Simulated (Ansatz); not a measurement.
Runs of Ansatz 0.2.0 on GaGe. Symmetry: F-43m, No. 216, cubic system. The conventional cell has a = 5.796 Å, b = 5.796 Å, c = 5.796 Å, α = 90.00°, β = 90.00°, γ = 90.00°. Around Ge (site symmetry -43m) lie 4 Ga at 2.51 Å. Ga (site symmetry -43m) has 4 Ge at 2.51 Å as nearest neighbours. The cell comes from a database or a generator and needn't be the stable form of this composition.

```tsv
task	level	potentials or basis	cell	k mesh	cutoff (eV)	smearing	points for each segment of the path	mesh quality	gap on the mesh (eV)	pressure (GPa)	relaxed volume (Å³/atom)
relaxation of cell and atoms	PBEsol+D4	Ansatz PAW	relaxed	8 × 8 × 8	420	fermi-dirac 0.05 eV	-	not flagged	none	0.0	(a)
band structure	RPBE	Ansatz PAW	as given	8 × 8 × 8	420	fermi-dirac 0.05 eV	14	not flagged	none	1.9	-
relaxation of cell and atoms	PBE0	Ansatz PAW	relaxed	4 × 4 × 4	420	fermi-dirac 0.05 eV	-	coarse	none	-	23.45
single point	PBE	Ansatz PAW	as given	8 × 8 × 8	420	gaussian 0.017 eV	-	not flagged	none	0.2	-
```

Alike in all rows: no spin polarisation.

Task: Estimate the missing entries.

Result: (a) 22.67.

Caveats: some runs use coarse meshes; the PAW data sets come from PBE, with cores solved anew for the run's functional, which leaves a small shift of forces and pressure (some runs); the plane-wave basis is chosen anew once the cell has moved, so the energies of steps on either side of that aren't comparable (some runs); pairwise dispersion overbinds metals, which lowers pressure and volume (some runs); the potentials were made for another functional, which shifts forces and pressure (some runs).

A k mesh can miss the band edges, and the runs leave out spin-orbit coupling on Ga, Ge.

A gap of «none» marks a metal or a gap under the smearing width.

Not every run made on this cell is shown here.
